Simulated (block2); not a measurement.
# InH3 (SMILES [InH3]): DMRG/STO-6G

What is the energy change on altering one bond length of InH3 at DMRG/STO-6G? 

Program for the calculation: block2 0.5.4.

2 further runs of the same task are left out: 2 set aside as unsound or not needed.

## Step 1: Starting point

The species is InH3 (4 atoms), meant as a singlet with charge 0. As SMILES, `[InH3]`. Geometry: relaxed at PBE0-D4/def2-TZVP.

Bond lengths: In1–H2 1.724 Å, In1–H3 1.724 Å, In1–H4 1.724 Å. Angles: H2–In1–H3 120.0°, H2–In1–H4 120.0°, H3–In1–H4 120.0°.

## Step 2: A single-point energy at DMRG/STO-6G

block2_dmrg.py

```python
import numpy as np
from pyscf import cc, dft, gto, mcscf, mp, scf
from pyblock2._pyscf.ao2mo import integrals as itg
from pyblock2.driver.core import DMRGDriver, SymmetryTypes

mol = gto.M(atom="""
In     0.013900    -0.015100    -0.005100
H      0.415500     1.516000     0.678200
H     -1.095600    -0.107300    -1.321400
H      0.721800    -1.454000     0.628000
""", basis="sto-6g", charge=0, verbose=4, max_memory=2000)
print("nao = %d" % (mol.nao))
mf = scf.RHF(mol)
mf.conv_tol = 1e-10
mf.max_cycle = 200
mf.kernel()
if not mf.converged:
    mf = mf.newton().run(mf.mo_coeff, mf.mo_occ)
print("reference energy = %.10f" % (mf.e_tot))
ref = mf
pt = mp.MP2(ref, frozen=18).run()
mycc = cc.CCSD(ref, frozen=18)
mycc.max_cycle = 150
mycc.kernel()
print(f"E(MP2) = {pt.e_tot:.10f}")
if mycc.converged:
    print(f"E(CCSD) = {mycc.e_tot:.10f}")
    print(f"CCSD(T) total energy = {mycc.e_tot + mycc.ccsd_t():.10f}")
    print(f"T1 = {mycc.get_t1_diagnostic():.4f}")
ks = dft.RKS(mol, xc="bhandhlyp").set(conv_tol=1e-9, verbose=3).run()
if ks.converged:
    print("E(BHLYP) = %.8f" % (ks.e_tot))
ks = dft.RKS(mol, xc="lda,vwn5").set(conv_tol=1e-9, verbose=3).run()
if ks.converged:
    print(f"E(SVWN5) = {ks.e_tot:.8f}")
ks = dft.RKS(mol, xc="pbe").set(conv_tol=1e-9, verbose=3).run()
if ks.converged:
    print(f"E(PBE) = {ks.e_tot:.8f}")
ks = dft.RKS(mol, xc="r2scan").set(conv_tol=1e-9, verbose=3).run()
if ks.converged:
    print("E(r2SCAN) = %.8f" % (ks.e_tot))
occ_no, mo = mcscf.addons.make_natural_orbitals(mp.MP2(mf, frozen=18).run())
mf.mo_coeff = mo
ncas, n_elec, spin, ecore, h1e, g2e, orb_sym = itg.get_rhf_integrals(mf, ncore=18, ncas=12, pg_symm=False, g2e_symm=8)
dmrg = DMRGDriver(scratch="./tmp", symm_type=SymmetryTypes.SU2, stack_mem=1500 << 20, n_threads=1)
dmrg.initialize_system(n_sites=ncas, n_elec=n_elec, spin=spin, orb_sym=orb_sym)
mpo = dmrg.get_qc_mpo(h1e=h1e, g2e=g2e, ecore=ecore, iprint=1)
occs = np.array([1.8] * 8 + [0.2] * 4)
psi = dmrg.get_random_mps(tag="GS", bond_dim=25, nroots=1, occs=occs)
bond_dims = [25] * 4 + [50] * 4 + [100] * 4
noises = [0.0001] * 4 + [0.0001] * 4 + [1e-05] * 4 + [0]
thrds = [1e-09] * 12
e = dmrg.dmrg(mpo, psi, n_sweeps=18, tol=1e-07, bond_dims=bond_dims, noises=noises, thrds=thrds, iprint=2)
ms, dws, es = dmrg.get_dmrg_results()
print("DW = %.3e" % (dws[-1]))
print("final energy = %.10f" % (e))
dm1 = dmrg.get_1pdm(psi)
print("natural occupations =", np.round(np.linalg.eigvalsh(dm1)[::-1], 5).tolist())
c_act = mf.mo_coeff[:, 18:30]
dm_ao = c_act @ dm1 @ c_act.T + 2 * mf.mo_coeff[:, :18] @ mf.mo_coeff[:, :18].T
print("dipole / D =", np.round(scf.hf.dip_moment(mol, dm_ao, verbose=0), 4).tolist())
print("max block entropy = %.4f" % (max(dmrg.get_bipartite_entanglement(psi))))
csf, coef = dmrg.get_csf_coefficients(psi, cutoff=0.05, iprint=1)
print(f"leading coefficient squared = {np.max(np.abs(coef)) ** 2:.4f}")
ci = mcscf.CASCI(mf, 12, (8, 8))
ci.fix_spin_(ss=0)
ci.fcisolver.conv_tol = 1e-10
ci.fcisolver.max_cycle = 200
ci.kernel()
print("exact diagonalisation = %.10f" % (ci.e_tot))
```

The run is started by

```console
$ python block2_dmrg.py
```

Standard output:

```text
[INPUT] verbose = 4
[INPUT] num. atoms = 4
[INPUT] num. electrons = 52
[INPUT] charge = 0
[INPUT] spin (= nelec alpha-beta = 2S) = 0
[INPUT] symmetry False subgroup None
[INPUT] Mole.unit = angstrom
[INPUT] Symbol           X                Y                Z      unit          X                Y                Z       unit  Magmom
[INPUT]  1 In     0.013900000000  -0.015100000000  -0.005100000000 AA    0.026267193131  -0.028534864481  -0.009637603235 Bohr   0.0
[INPUT]  2 H      0.415500000000   1.516000000000   0.678200000000 AA    0.785181204757   2.864824804841   1.281612257680 Bohr   0.0
[INPUT]  3 H     -1.095600000000  -0.107300000000  -1.321400000000 AA   -2.070383942073  -0.202767613166  -2.497084101000 Bohr   0.0
[INPUT]  4 H      0.721800000000  -1.454000000000   0.628000000000 AA    1.364004316711  -2.747661785118   1.186748006227 Bohr   0.0

nuclear repulsion = 45.6518097600481
number of shells = 14
number of NR pGTOs = 180
number of NR cGTOs = 30
basis = sto-6g
ecp = {}
CPU time:         1.75
nao = 30

******** <class 'pyscf.scf.hf.RHF'> ********
method = RHF
initial guess = minao
damping factor = 0
level_shift factor = 0
DIIS = <class 'pyscf.scf.diis.CDIIS'>
diis_start_cycle = 1
diis_space = 8
diis_damp = 0
SCF conv_tol = 1e-10
SCF conv_tol_grad = None
SCF max_cycles = 200
direct_scf = True
direct_scf_tol = 1e-13
chkfile to save SCF result = tmp81smdn28
max_memory 2000 MB (current use 118 MB)
Set gradient conv threshold to 1e-05
Initial guess from minao.
[... 150 lines left out ...]
 --> Site =    2-   3 .. Mmps =    4 Ndav =  14 E =  -5714.0822799894 Error = 0.00e+00 FLOPS = 3.96e+07 Tdav = 0.01 T = 0.05
[... 22 lines left out ...]
 <-- Site =    5-   6 .. Mmps =   25 Ndav =   4 E =  -5714.4247131107 Error = 2.13e-07 FLOPS = 5.82e+08 Tdav = 0.01 T = 0.17
[... 22 lines left out ...]
 --> Site =    8-   9 .. Mmps =   25 Ndav =   5 E =  -5714.4257979293 Error = 4.20e-07 FLOPS = 3.11e+08 Tdav = 0.00 T = 0.06
[... 31 lines left out ...]
 --> Site =    0-   1 .. Mmps =    3 Ndav =   1 E =  -5714.4258573984 Error = 0.00e+00 FLOPS = 4.56e+07 Tdav = 0.00 T = 0.02
[... 22 lines left out ...]
 <-- Site =    7-   8 .. Mmps =   50 Ndav =   5 E =  -5714.4260724188 Error = 2.30e-06 FLOPS = 1.56e+09 Tdav = 0.03 T = 0.25
[... 22 lines left out ...]
 --> Site =    6-   7 .. Mmps =   50 Ndav =   5 E =  -5714.4262458561 Error = 6.36e-06 FLOPS = 2.80e+09 Tdav = 0.03 T = 0.50
[... 22 lines left out ...]
 <-- Site =    1-   2 .. Mmps =   50 Ndav =   1 E =  -5714.4262342595 Error = 2.74e-20 FLOPS = 3.09e+08 Tdav = 0.00 T = 0.08
[... 31 lines left out ...]
 <-- Site =    9-  10 .. Mmps =   10 Ndav =   1 E =  -5714.4262674185 Error = 0.00e+00 FLOPS = 6.49e+08 Tdav = 0.00 T = 0.13
[... 22 lines left out ...]
 --> Site =    4-   5 .. Mmps =  100 Ndav =   2 E =  -5714.4262828813 Error = 8.94e-11 FLOPS = 2.99e+09 Tdav = 0.03 T = 0.30
[... 22 lines left out ...]
 <-- Site =    3-   4 .. Mmps =  100 Ndav =   1 E =  -5714.4262839444 Error = 5.99e-11 FLOPS = 1.95e+09 Tdav = 0.01 T = 0.34
[... 17 lines left out ...]
 --> Site =    5-   6 .. Mmps =  100 Ndav =   2 E =  -5714.4262840522 Error = 1.46e-08 FLOPS = 4.63e+09 Tdav = 0.04 T = 0.70
 --> Site =    6-   7 .. Mmps =  100 Ndav =   4 E =  -5714.4262886325 Error = 1.73e-06 FLOPS = 7.04e+09 Tdav = 0.10 T = 0.88
 --> Site =    7-   8 .. Mmps =  100 Ndav =   2 E =  -5714.4262844349 Error = 4.66e-08 FLOPS = 4.30e+09 Tdav = 0.02 T = 0.29
 --> Site =    8-   9 .. Mmps =   47 Ndav =   1 E =  -5714.4262842912 Error = 5.73e-20 FLOPS = 8.33e+08 Tdav = 0.01 T = 0.13
 --> Site =    9-  10 .. Mmps =   17 Ndav =   1 E =  -5714.4262842912 Error = 4.44e-20 FLOPS = 1.09e+08 Tdav = 0.00 T = 0.07
 --> Site =   10-  11 .. Mmps =    7 Ndav =   1 E =  -5714.4262842912 Error = 1.56e-21 FLOPS = 2.91e+07 Tdav = 0.00 T = 0.03
[... 8 lines left out ...]
DW = 1.726e-06
final energy = -5714.4262886325
natural occupations = [1.99985, 1.99985, 1.99939, 1.99939, 1.99853, 1.9748, 1.96701, 1.967, 0.04064, 0.0235, 0.0235, 0.00654]
dipole / D = [0.0001, 0.0, -0.0001]
max block entropy = 0.2674
mps center changed (temporarily)
DTRIE T =      0.002
Number of CSF =          8 (cutoff =      0.05)
Sum of weights of included CSF =    0.983362776416093

CSF          0 222222220000  =   -0.976240953940325
CSF          1 22222+-2+0-0  =    0.077620046038934
CSF          2 22222+2-+-00  =    0.077600983506156
CSF          3 222222202000  =    0.063186998727980
CSF          4 222222022000  =    0.063170473051476
CSF          5 222222200200  =    0.058839936472614
CSF          6 222222020020  =    0.058836991635919
CSF          7 222222+-+-00  =    0.057987558104355
leading coefficient squared = 0.9530

******** <class 'pyscf.mcscf.casci.CASCI'> ********
CAS (8e+8e, 12o), ncore = 18, nvir = 0
natorb = False
canonicalization = True
sorting_mo_energy = False
max_memory 2000 MB (current use 359 MB)
******** <class 'pyscf.fci.addons.SpinPenaltyFCISolver'> ********
max. cycles = 200
conv_tol = 1e-10
davidson only = True
linear dependence = 1e-12
level shift = 0.001
max iter space = 12
max_memory 2000 MB
nroots = 1
pspace_size = 400
spin = None
Density matrix diagonal elements [1.99984879 1.99984879 1.99934826 1.99934814 1.99842736 1.9743527
 1.96697119 1.96696787 0.04118319 0.0235795  0.0235772  0.00654702]
CASCI converged
CASCI E = -5714.42628959949  E(CI) = -71.7936214442516  S^2 = 0.0000000
exact diagonalisation = -5714.4262895995
```

It took 78 s on 1 thread of Intel Xeon at 2.50GHz (Skylake/Cascade Lake), shared host; peak memory 0.33 GiB.

## Step 3: The distorted shape: a single-point energy at DMRG/STO-6G

job.py

```python
import numpy as np
from pyscf import cc, dft, gto, mcscf, mp, scf
from pyblock2._pyscf.ao2mo import integrals as itg
from pyblock2.driver.core import DMRGDriver, SymmetryTypes

mol = gto.M(atom="""
In    -1.04392062     2.14676289    -0.96674420
H     -0.28500660     5.04012256     0.32450566
H     -3.14057175     1.97253014    -3.45419070
H      1.36400432    -2.74766179     1.18674801
""", basis="sto-6g", unit="bohr", charge=0, spin=0, verbose=3, max_memory=2000)
print("nao                            = %d" % (mol.nao))
mf = scf.RHF(mol)
mf.conv_tol = 1e-10
mf.max_cycle = 200
mf.kernel()
if not mf.converged:
    mf = mf.newton().run(mf.mo_coeff, mf.mo_occ)
print(f"SCF energy                     = {mf.e_tot:.10f}")
# MP2, CCSD and CCSD(T) with the same frozen core
ref = mf
pt = mp.MP2(ref, frozen=18).run()
mycc = cc.CCSD(ref, frozen=18)
mycc.max_cycle = 150
mycc.kernel()
print(f"E(MP2)                         = {pt.e_tot:.10f}")
if mycc.converged:
    print(f"E(CCSD)                        = {mycc.e_tot:.10f}")
    print("E(CCSD(T))                     = %.10f" % (mycc.e_tot + mycc.ccsd_t()))
    print(f"T1 diagnostic                  = {mycc.get_t1_diagnostic():.4f}")
# a few density functionals on the same geometry and basis
ks = dft.RKS(mol, xc="bhandhlyp").set(conv_tol=1e-9, verbose=3).run()
if ks.converged:
    print(f"E(BHLYP)                       = {ks.e_tot:.8f}")
ks = dft.RKS(mol, xc="lda,vwn5").set(conv_tol=1e-9, verbose=3).run()
if ks.converged:
    print("E(SVWN5)                       = %.8f" % (ks.e_tot))
ks = dft.RKS(mol, xc="pbe").set(conv_tol=1e-9, verbose=3).run()
if ks.converged:
    print("E(PBE)                         = %.8f" % (ks.e_tot))
ks = dft.RKS(mol, xc="r2scan").set(conv_tol=1e-9, verbose=3).run()
if ks.converged:
    print(f"E(r2SCAN)                      = {ks.e_tot:.8f}")
# rotate to MP2 natural orbitals
occ_no, mo = mcscf.addons.make_natural_orbitals(mp.MP2(mf, frozen=18).run())
mf.mo_coeff = mo
ncas, n_elec, spin, ecore, h1e, g2e, orb_sym = itg.get_rhf_integrals(mf, ncore=18, ncas=12, pg_symm=False, g2e_symm=8)
dmrg = DMRGDriver(scratch="./tmp", symm_type=SymmetryTypes.SU2, stack_mem=1500 << 20, n_threads=1)
dmrg.initialize_system(n_sites=ncas, n_elec=n_elec, spin=spin, orb_sym=orb_sym)
mpo = dmrg.get_qc_mpo(h1e=h1e, g2e=g2e, ecore=ecore, iprint=1)
occs = np.array([1.7] * 8 + [0.3] * 4)
psi = dmrg.get_random_mps(tag="GS", bond_dim=75, nroots=1, occs=occs)
bond_dims = [75] * 2 + [100] * 4
noises = [0.0001] * 2 + [1e-05] * 4 + [0]
thrds = [1e-08] * 6
e = dmrg.dmrg(mpo, psi, n_sweeps=12, tol=1e-07, bond_dims=bond_dims, noises=noises, thrds=thrds, iprint=1)
ms, dws, es = dmrg.get_dmrg_results()
print("DW                             = %.3e" % (dws[-1]))
print("total energy                   = %.10f" % (e))
# FCI check
ci = mcscf.CASCI(mf, 12, (8, 8))
ci.fix_spin_(ss=0)
ci.fcisolver.conv_tol = 1e-10
ci.fcisolver.max_cycle = 200
ci.kernel()
print("E(FCI)                         = %.10f" % (ci.e_tot))
```

The run is started by

```console
$ python job.py
```

Standard output:

```text
nao                            = 30
converged SCF energy = -5714.14507579529
SCF energy                     = -5714.1450757953
E(RMP2) = -5714.21715045043  E_corr = -0.072074655139797
E(SCS-RMP2) = -5714.23095709282  E_corr = -0.0858812975286345
E(CCSD) = -5714.274845903293  E_corr = -0.1297701079991444
E(MP2)                         = -5714.2171504504
E(CCSD)                        = -5714.2748459033
CCSD(T) correction = -0.00237763105057579
E(CCSD(T))                     = -5714.2772235343
T1 diagnostic                  = 0.0316
converged SCF energy = -5716.46980049201
E(BHLYP)                       = -5716.46980049
converged SCF energy = -5710.60432908927
E(SVWN5)                       = -5710.60432909
converged SCF energy = -5715.78101492735
E(PBE)                         = -5715.78101493
converged SCF energy = -5716.54140752709
E(r2SCAN)                      = -5716.54140753
E(RMP2) = -5714.21715045043  E_corr = -0.072074655139797
E(SCS-RMP2) = -5714.23095709282  E_corr = -0.0858812975286345
integral symmetrize error =  0.0
integral cutoff error =  0.0
mpo terms =      11806

Build MPO | Nsites =    12 | Nterms =      11806 | Algorithm = FastBIP | Cutoff = 1.00e-20
 Site =     0 /    12 .. Mmpo =    13 DW = 0.00e+00 NNZ =       13 SPT = 0.0000 Tmvc = 0.002 T = 0.009
 Site =     1 /    12 .. Mmpo =    45 DW = 0.00e+00 NNZ =      123 SPT = 0.7897 Tmvc = 0.003 T = 0.010
 Site =     2 /    12 .. Mmpo =    68 DW = 0.00e+00 NNZ =      465 SPT = 0.8480 Tmvc = 0.003 T = 0.012
 Site =     3 /    12 .. Mmpo =    98 DW = 0.00e+00 NNZ =      691 SPT = 0.8963 Tmvc = 0.003 T = 0.010
 Site =     4 /    12 .. Mmpo =   136 DW = 0.00e+00 NNZ =     1027 SPT = 0.9229 Tmvc = 0.003 T = 0.011
 Site =     5 /    12 .. Mmpo =   182 DW = 0.00e+00 NNZ =     1333 SPT = 0.9461 Tmvc = 0.003 T = 0.013
 Site =     6 /    12 .. Mmpo =   136 DW = 0.00e+00 NNZ =     5226 SPT = 0.7889 Tmvc = 0.004 T = 0.023
 Site =     7 /    12 .. Mmpo =    98 DW = 0.00e+00 NNZ =     1019 SPT = 0.9235 Tmvc = 0.001 T = 0.006
 Site =     8 /    12 .. Mmpo =    68 DW = 0.00e+00 NNZ =      703 SPT = 0.8945 Tmvc = 0.001 T = 0.004
 Site =     9 /    12 .. Mmpo =    46 DW = 0.00e+00 NNZ =      413 SPT = 0.8680 Tmvc = 0.001 T = 0.003
 Site =    10 /    12 .. Mmpo =    14 DW = 0.00e+00 NNZ =      189 SPT = 0.7065 Tmvc = 0.000 T = 0.002
 Site =    11 /    12 .. Mmpo =     1 DW = 0.00e+00 NNZ =       14 SPT = 0.0000 Tmvc = 0.000 T = 0.000
Ttotal =      0.104 Tmvc-total = 0.024 MPO bond dimension =   182 MaxDW = 0.00e+00
NNZ =        11216 SIZE =        96932 SPT = 0.8843

Rank =     0 Ttotal =      0.106 MPO method = FastBipartite bond dimension =     182 NNZ =        11216 SIZE =        96932 SPT = 0.8843

Sweep =    0 | Direction =  forward | Bond dimension =   75 | Noise =  1.00e-04 | Dav threshold =  1.00e-08
Time elapsed =      2.204 | E =   -5714.2770883208 | DW = 1.17401e-07

Sweep =    1 | Direction = backward | Bond dimension =   75 | Noise =  1.00e-04 | Dav threshold =  1.00e-08
Time elapsed =      4.451 | E =   -5714.2779025475 | DE = -8.14e-04 | DW = 1.87826e-06

Sweep =    2 | Direction =  forward | Bond dimension =  100 | Noise =  1.00e-05 | Dav threshold =  1.00e-08
Time elapsed =      6.777 | E =   -5714.2780104361 | DE = -1.08e-04 | DW = 3.76331e-07

Sweep =    3 | Direction = backward | Bond dimension =  100 | Noise =  1.00e-05 | Dav threshold =  1.00e-08
Time elapsed =     10.472 | E =   -5714.2780148042 | DE = -4.37e-06 | DW = 7.83767e-07

Sweep =    4 | Direction =  forward | Bond dimension =  100 | Noise =  1.00e-05 | Dav threshold =  1.00e-08
Time elapsed =     13.522 | E =   -5714.2780159022 | DE = -1.10e-06 | DW = 8.23776e-07

Sweep =    5 | Direction = backward | Bond dimension =  100 | Noise =  1.00e-05 | Dav threshold =  1.00e-08
Time elapsed =     16.369 | E =   -5714.2780164946 | DE = -5.92e-07 | DW = 8.11751e-07

Sweep =    6 | Direction =  forward | Bond dimension =  100 | Noise =  0.00e+00 | Dav threshold =  1.00e-08
Time elapsed =     19.324 | E =   -5714.2780165189 | DE = -2.42e-08 | DW = 6.03838e-07

DW                             = 6.038e-07
total energy                   = -5714.2780165189
CASCI E = -5714.27801823924  E(CI) = -69.7731139550197  S^2 = 0.0000000
E(FCI)                         = -5714.2780182392
```

Wall time 77 s (1 thread of Intel Xeon at 2.50GHz (Skylake/Cascade Lake), shared host); peak memory 0.33 GiB.

## Step 4: Summary of results

At DMRG/STO-6G, 18 core orbitals frozen:

| quantity | value |
| --- | --- |
| run 1, DMRG/STO-6G: total energy | -5714.42629 Eh |
| run 1, DMRG/STO-6G: dipole moment (of the density that the program reports) | 0.00 D |
| run 1, DMRG/STO-6G: T1 diagnostic of the CCSD step | 0.005 |
| distorted shape: total energy | -5714.27802 Eh |
| distorted shape: T1 diagnostic of the CCSD step | 0.032 |
| energy change with the In1–H4 bond stretched from 1.724 to 3.103 Å | 4.035 eV |

**Reading.** With the In1–H4 bond stretched from 1.724 to 3.103 Å the energy rises by 4.03 eV (93 kcal/mol). The first shape isn't relaxed at this level, so the change isn't measured from a minimum. The minimal basis adds a large error of its own. Relativity is left out (run 1, DMRG/STO-6G) although the molecule holds a heavy atom. The T1 diagnostic (distorted shape) of 0.032 is above the customary mark for such species, so a single reference may not serve. Relativity is left out (distorted shape) although the molecule holds a heavy atom.
